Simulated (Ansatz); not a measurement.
# HgW: the cost of one run

Method: DFT PBE, scalar-relativistic, plane waves, PAW, in Ansatz 0.2.0.

The COD cell was measured well above room temperature, so it is larger than a cold one.

## (1) The structure to begin with

Symmetry: Fm-3m, No. 225, cubic system. Conventional cell: a = 5.506 Å, b = 5.506 Å, c = 5.506 Å, α = 90.00°, β = 90.00°, γ = 90.00°. Hg (site symmetry m-3m) has 6 W at 2.75 Å as nearest neighbours. W (site symmetry m-3m) has 6 Hg at 2.75 Å as nearest neighbours.

Structure file:

```
Hg W
1.0
     0.00000    2.75286    2.75286
     2.75286    0.00000    2.75286
     2.75286    2.75286    0.00000
Hg W
1 1
Direct
  0.00000 0.00000 0.00000
  0.50000 0.50000 0.50000
```

This is candidate A: rock salt type (Fm-3m, No. 225).

(A quick probe on a coarse mesh, which set the mesh and smearing, is not shown.)

## (3) The relaxation (candidate A)

File input.yaml:

```yaml
crystal:
  lattice:
    - [0.0, 2.7528608396, 2.7528608396]
    - [2.7528608396, 0.0, 2.7528608396]
    - [2.7528608396, 2.7528608396, 0.0]
  atoms:
    - { symbol: Hg, position: [0.0, 0.0, 0.0] }
    - { symbol: W, position: [0.5, 0.5, 0.5] }
basis:
  ecutwfc: 420
kpoints:
  mp_grid: { grid: [18, 18, 18] }
hamiltonian:
  xc: pbe
scf:
  occupations: { method: gaussian, width: 0.1 }
output:
  forces: true
  stress: true
  eigenvalues: true
relax:
  adjacent_minimum: "off"
  f_tol: 0.01
  max_steps: 80
  cell: { stress_tol: 0.05 }
```

On the command line:

```console
$ ansatz run input.yaml --threads 1 --pin off --max-ram 2560MiB --backend cpu --events-out ev --progress --plain --runs-dir out
```

What time and memory should one allow on 1 thread of Arm Neoverse V1, shared host?

About 37 s, with a peak of 0.44 GiB.
